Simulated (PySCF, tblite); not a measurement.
# C₇H₈OSi: geometry, infrared bands and NMR shifts

Wanted: the infrared bands and NMR shifts of C₇H₈OSi (`c1ccc2c(c1)CO[SiH2]2`), by calculation.

The runs use tblite 0.8.0 and PySCF 2.14.0, with density-fitted response routines of our own; the level of theory stands in each step. All values are computed, except where a source is named. Atoms are numbered from 0 throughout.

### 1 Starting geometry

17 atoms, charge 0, multiplicity 1; geometry from: force field or distance geometry start.

Bonds of the start (Å): C0–C1 1.41, C1–C2 1.38, C2–C3 1.39, C3–C4 1.41, C4–C5 1.39, C4–C6 1.51, C6–O7 1.44, O7–Si8 1.67, C5–C0 1.41, Si8–C3 1.83, C0–H9 1.07, C1–H10 1.09, C2–H11 1.09, C5–H12 1.08, C6–H13 1.10, C6–H14 1.09, Si8–H15 1.48, Si8–H16 1.49.

### 2 Optimising the geometry with GFN2-xTB

The job: settings as JSON, then the geometry in Å.

```
{"job": {"kind": "relax", "xc": "GFN2-xTB", "basis": "xTB"}, "charge": 0, "multiplicity": 1}
C      2.245100    -0.473300    -0.234500
C      2.112800     0.916000    -0.043800
C      0.871900     1.495700     0.144100
C     -0.264600     0.695300     0.104300
C     -0.149300    -0.699200    -0.079500
C      1.096500    -1.283700    -0.263700
C     -1.463700    -1.434800    -0.094600
O     -2.550900    -0.510200     0.122300
Si    -2.041100     1.074000     0.300800
H      3.216900    -0.913000    -0.363600
H      3.008400     1.529000    -0.017000
H      0.780100     2.569000     0.296400
H      1.195000    -2.352100    -0.406100
H     -1.483400    -2.181600     0.711100
H     -1.622800    -1.928300    -1.051700
H     -2.572500     1.922900    -0.789300
H     -2.385600     1.586400     1.654900
```

Run with:

```bash
$ OMP_NUM_THREADS=1 python probes_run.py task.json out
```

One launch serves the whole session: the jobs run in the order shown.

**Question.** This job is followed by: GFN2-xTB harmonic vibrations, gas phase; GIAO PBE0/pcSseg-1 NMR shielding, non-relativistic, gas phase. Predict these results of the whole session: strongest single infrared mode (GFN2-xTB); zero-point energy (GFN2-xTB); ¹³C shifts against TMS (PBE0/pcSseg-1); ¹H shifts against TMS (PBE0/pcSseg-1, means over atoms taken as alike); ¹⁷O shifts against H2O (PBE0/pcSseg-1); ²⁹Si shifts against TMS (PBE0/pcSseg-1); surface potential, 1st and 99th percentile.

**Answer**, as computed:

| quantity | value |
| --- | --- |
| strongest single infrared mode (GFN2-xTB) | 2271 cm⁻¹, 472 km/mol |
| zero-point energy (GFN2-xTB) | 78.8 kcal/mol |
| ¹³C shifts against TMS (PBE0/pcSseg-1) | 156.1, 138.2, 137.9, 135.5, 132.2, 126.2, 78.1 ppm |
| ¹H shifts against TMS (PBE0/pcSseg-1, means over atoms taken as alike) | 7.99, 7.70, 7.62, 7.54, 5.75, 5.59 ppm |
| ¹⁷O shifts against H2O (PBE0/pcSseg-1) | 13.5 ppm |
| ²⁹Si shifts against TMS (PBE0/pcSseg-1) | -5.8 ppm |
| surface potential, 1st and 99th percentile | -1.39 V and 1.37 V |

In words: Over 22 steps the energy fell by 0.127 eV; of the close pairs, C3–Si8 changed most, 1.827 to 1.880 Å. No mode is imaginary among the 45: a minimum at this level. The strongest single mode, at 2271 cm⁻¹, moves mainly H15 and H16. GFN2-xTB is a fitted tight-binding method: band positions and strengths are rough. Its intensities can rank the bands wrongly. NICS(1)zz of -29 ppm above the planar ring from C0 marks a diatropic (aromatic) ring current. By nearest atom (PBE0/pcSseg-1), the HOMO sits on C1, C4 about 21 % each; C3, C5 about 8 % each and the LUMO on 4 C atoms about 18 % each.
